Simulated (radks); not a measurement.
**Sn³⁺ in [Kr] 4d9.5 5s1.5: an all-electron calculation**

What are the levels of the tin ion Sn3+, how large are its shells, and how does its energy divide?

Program: radks (a radial shooting solver on a logarithmic mesh, Libxc functionals) version 1. Level of theory: scalar-relativistic Kohn-Sham, exchange-only B88, spin-unpolarised, spherical densities, finite nucleus. These are calculated values, not measurements, unless marked.

## (1) What is computed

| Item | Value |
| --- | --- |
| element | tin (Z = 50) |
| charge | +3 |
| electrons | 47 |
| configuration | [Kr] 4d9.5 5s1.5 |
| nuclear rms radius | 4.6519 fm |

## (2) The run

The run's settings:

```text
Z 50
configuration [Kr] 4d9.5 5s1.5
relativity scalar-relativistic
functional b88,
spin unpolarised
nucleus finite rms 4.6519 fm
c 137.035999084
```

What does the calculation give?

**Answer**, as computed:

```
                        quantity                value
                    total energy  -6172.96430 hartree
exchange-correlation share of it               2.62 %
                            −T/E               1.0444
          highest occupied level       5s, -36.179 eV
    most extended occupied level  5s, <r> = 2.10 bohr
 radius at density 0.001 e/bohr³            3.44 bohr
    maxima of the radial density                    4
```

What this shows: 5 principal shells are occupied and 4 maxima appear in the radial density; where shells overlap, one shows as a shoulder or not at all. Relativity lifts −T/E to 1.044. This is not the tabulated ground configuration, so its levels and sizes aren't those of the ground state, and no measured value stands beside it.
